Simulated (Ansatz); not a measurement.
# ZrHO+ (singlet): wave-function methods side by side, def2-SVP

An exercise on one series of results from a longer session: the logs are not shown, and one member is left open.

Program: Ansatz 0.2.0, Gaussian basis. Level of theory: def2-SVP, core rule «outside noble gas», up to 5 orbitals frozen. These are calculated values, not measurements.

To be run: UHF; CCSD(T) on RHF; CISD; CCSDT(Q) on RHF.

14 further runs of the same task are left out: 2 for a known fault of the program, 4 that didn't finish, 8 set aside as unsound or not needed. Runs told in other sessions of the task aren't counted.

## The geometry

The geometry is a PBE0/def2-TZVP stationary point (not a proven minimum) of the parent state, kept for this charge and spin. No spin-orbit coupling is included. Elements past krypton take def2 core potentials.

3 atoms, charge 1, spin multiplicity 1.

Atoms are counted from 1 here; the program's logs count them from 0.

Bond lengths: Zr1–O2 1.720 Å, Zr1–H3 1.858 Å. Angles: O2–Zr1–H3 103.4°.

The first run:

Input file in.yaml:

```yaml
crystal:
  periodic: [false, false, false]
  atoms:
    - {symbol: Zr, position_ang: [0.000000, -0.035300, 0.248333]}
    - {symbol: O, position_ang: [0.000000, 0.091937, -1.467045]}
    - {symbol: H, position_ang: [0.000000, 1.735473, 0.811435]}
basis:
  gaussian: {orbitals: def2-SVP}
total_charge: 1
magnetization: {spin_polarized: true, initial_magnetization: 0}
hamiltonian: {xc: hf}
output: {orbitals: {seedname: orbitals}}
```

The run is started by

```bash
$ ansatz run in.yaml --threads 1 --pin off --events-out ev --progress --plain --max-ram 2393MiB
```

Steps of the session up to this table: UHF; CCSD(T) on RHF; CISD; CCSDT(Q) on RHF.

One table of the session follows, with a row left open; its other results are not shown here.

```
   method  from RCCSDT(Q) (meV)
      RHF                     ?
     RMP2                  +4.7
    RCCSD                +517.7
 RCCSD(T)                 +42.8
   RCCSDT                 +40.2
RCCSDT(Q)                     0
```

**Question.** Estimate the row for RHF.

The run gave: from RCCSDT(Q) (meV): +8538.7. In the column «from RCCSDT(Q) (meV)» it is the highest.

Not comparable, so not listed: CISD (they don't share determinant, frozen orbitals or solution with the rows shown, or repeat one).
